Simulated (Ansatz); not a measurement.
LuCd, space group Pm-3m: an all-electron equation of state, run with the Python package of Ansatz (0.2.0).

Script `eos_lapw.py`:
```python
"""All-electron equation of state of LuCd."""

import ansatz as az
from ase.eos import EquationOfState
from ase.units import GPa
import numpy as np

params = {
    "tolerance": 1e-06,
    "extra_bands": 8,
    "beta": 0.4,
    "filling": "cold",
    "sigma": 0.3,
    "functional": "PBEsol",
    "kgrid": (8, 8, 8),
}

vectors0 = np.array([
    [3.64099, 0.0, 0.0],
    [0.0, 3.64099, 0.0],
    [0.0, 0.0, 3.64099],
])
sites = [
    ("Lu", (0.5, 0.5, 0.5)),
    ("Cd", (0.0, 0.0, 0.0)),
]


def make_crystal(cell):
    crystal = az.Crystal(lattice=az.Lattice.of(cell))
    for symbol, position in sites:
        crystal = crystal.atom(symbol, position)
    return crystal

volumes, energies = [], []
for scale in np.linspace(0.94, 1.06, 7):
    cell = vectors0 * scale ** (1 / 3)
    setup = (
        make_crystal(cell).calculation()
        .scf(tolerance=params["tolerance"], extra_bands=params["extra_bands"])
        .mixing("anderson", ndim=8, beta=params["beta"])
        .occupations(params["filling"], width=params["sigma"])
        .functional(params["functional"])
        .kpoints(*params["kgrid"])
        .pseudopotentials("all_electron", lapw=True)
    )
    report = setup.run().report
    volumes.append(abs(np.linalg.det(cell)) / len(sites))
    energies.append(report["free_energy_ev"] / len(sites))
    print(f"{scale:.3f} {volumes[-1]:9.4f} A^3/atom {energies[-1]:16.5f} eV/atom  (estimated basis error {1000 * report['lapw_basis_errors']['total_ev_per_atom']:.2f} meV/atom)")
v0, e0, bulk = EquationOfState(volumes, energies, eos="birchmurnaghan").fit()
print(f"V0 = {v0:.4f} A^3/atom, B0 = {bulk / GPa:.1f} GPa")
```

From its runs, with one value withheld:

| V (Å³/atom) | F less the lowest row shown (meV/atom) |
| --- | --- |
| 22.686 | 5.76 |
| 23.169 | 0.56 |
| 23.651 | 0.00 |
| 24.134 | 3.58 |
| 24.617 | 10.86 |
| 25.099 | 21.44 |
| 25.582 | ? |

What is the missing energy at 25.582 Å³ an atom?

A third-order Birch-Murnaghan fit, E = E0 + (9 V0 B0 / 16) [(t - 1)³ B' + (t - 1)² (6 - 4t)] with t = (V0/V)^(2/3), through the 6 rows shown gives V0 = 23.470 Å³, B0 = 69.7 GPa, B' = 4.56 and E0 = -0.30 meV. At V = 25.582 Å³, t = 0.94417, and the fit extrapolates to 34.96 meV. The run gave 34.95 meV, a miss of 0.01 meV.

The settings weren't tested for convergence. For a metal this k-point mesh is coarse: on a finer one energies can move by several to tens of meV an atom and pressures by half a GPa or more, differences at one mesh by less. This cell is a computed structure, which may not be the phase found in nature. Run time: 33 s on 1 thread of AMD EPYC 9R45 96-Core Processor (Zen 5), on a shared host, peak memory 0.5 GiB.
